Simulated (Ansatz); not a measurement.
Runs of Ansatz 0.2.0 on Mg3Te. The structure is tetragonal, space group I4/mmm (No. 139). Conventional cell: a = 4.279 Å, b = 4.279 Å, c = 10.565 Å, α = 90.00°, β = 90.00°, γ = 90.00°. Te (site symmetry 4/mmm) is surrounded by 12 Mg at 3.03 to 3.40 Å. Mg (site symmetry -4m2) is surrounded by 8 Mg at 3.03 to 3.40 Å and 4 Te at 3.40 Å. Mg (site symmetry 4/mmm) has 4 Te at 3.03 Å and 8 Mg at 3.40 Å as nearest neighbours. The cell comes from a database or a generator and needn't be the stable form of this composition.

```csv
task,level,cell,cutoff (eV),gap on the mesh (eV),pressure (GPa),relaxed volume (Å³/atom)
relaxation of cell and atoms,PBEsol+D4,relaxed,420,none,0.0,22.81
relaxation of cell and atoms,PBEsol+D3(BJ)+ATM,relaxed,420,none,0.0,22.21
relaxation of cell and atoms,PBEsol+D3(BJ),relaxed,420,none,0.0,22.05
single point,PBE,as given,420,none,(a),-
```

Alike in all rows: potentials or basis Ansatz PAW; no spin polarisation; k mesh 9 × 9 × 9; smearing fermi-dirac 0.05 eV.

Problem. Estimate the missing entries.

Solution. (a) 0.1.

Caveats: the plane-wave basis is chosen anew once the cell has moved, so the energies of steps on either side of that aren't comparable (some runs); pairwise dispersion overbinds metals, which lowers pressure and volume (some runs); the PAW data sets come from PBE, with cores solved anew for the run's functional, which leaves a small shift of forces and pressure (some runs).

A k mesh can miss the band edges, and the runs leave out spin-orbit coupling on Te.

A gap of «none» marks a metal or a gap under the smearing width.

Not every run made on this cell is shown here.
